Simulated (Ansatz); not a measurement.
# BiPd3: how the settings move a relaxation

Aim: see which settings change the result for BiPd3, by how much, and at what cost.

Method: reference: DFT, PBEsol, PAW with Ansatz's default frozen-core files, scalar-relativistic; relaxation of cell and atoms, in Ansatz 0.2.0.

## Step 1: The system as given

Symmetry: Fm-3m, No. 225, cubic system. The conventional cell has a = 6.526 Å, b = 6.526 Å, c = 6.526 Å, α = 90.00°, β = 90.00°, γ = 90.00°. Bi (site symmetry m-3m) has 8 Pd at 2.83 Å as nearest neighbours. Pd (site symmetry -43m) has 4 Bi at 2.83 Å and 4 Pd at 2.83 Å as nearest neighbours. Around Pd (site symmetry m-3m) lie 8 Pd at 2.83 Å.

As a file:

```cif
data_structure
_symmetry_space_group_name_H-M 'Fm-3m'
_symmetry_Int_Tables_number 225
_cell_length_a 6.5262
_cell_length_b 6.5262
_cell_length_c 6.5262
_cell_angle_alpha 90.000
_cell_angle_beta 90.000
_cell_angle_gamma 90.000
_cell_volume 277.96
loop_
_atom_site_label
_atom_site_type_symbol
_atom_site_symmetry_multiplicity
_atom_site_Wyckoff_symbol
_atom_site_fract_x
_atom_site_fract_y
_atom_site_fract_z
_atom_site_occupancy
Bi1 Bi 4 b 0.50000 0.00000 0.00000 1
Pd1 Pd 8 c 0.25000 0.25000 0.75000 1
Pd2 Pd 4 a 0.00000 0.00000 0.00000 1
```

## Step 2: Baseline

File input.yaml:

```yaml
crystal:
  lattice:
    - [0.0, 3.26308638, 3.26308638]
    - [3.26308638, 0.0, 3.26308638]
    - [3.26308638, 3.26308638, 0.0]
  atoms:
    - { symbol: Bi, position: [0.5, 0.5, 0.5] }
    - { symbol: Pd, position: [0.75, 0.75, 0.75] }
    - { symbol: Pd, position: [0.25, 0.25, 0.25] }
    - { symbol: Pd, position: [0.0, 0.0, 0.0] }
kpoints:
  mp_grid: { grid: [8, 8, 8] }
scf:
  occupations: { method: fermi_dirac, width: 0.08 }
hamiltonian:
  xc: pbesol
  pseudopotentials: { kind: paw }
relax:
  f_tol: 0.002
  max_steps: 80
  cell: {}
output:
  forces: true
  stress: true
```

On the command line:

```sh
> ansatz run input.yaml --threads 2 --pin off --max-ram 6144MiB --backend cpu --events-out ev --progress --plain --runs-dir out
```

## Step 3: Changed: lower_state_search light

Changes to input.yaml since step 2:

```diff
@@ -14,2 +14,3 @@
   occupations: { method: fermi_dirac, width: 0.08 }
+  lower_state_search: light
 hamiltonian:
```

What does the calculation give? Wanted: for each run, ending; energy change; pressure; gap; force.

As calculated:

```csv
run,ending,energy change,pressure (GPa),gap (eV),force (eV/Å),cycles,time
reference,converged,0,0.0,0.00,0.00,37,11 s
1: lower_state_search light,converged,0.0 meV/atom,0.0,0.00,0.00,37,9.6 s
```

**Reading.** The changed input (search for lower states) leaves the energy the same to the digits printed.
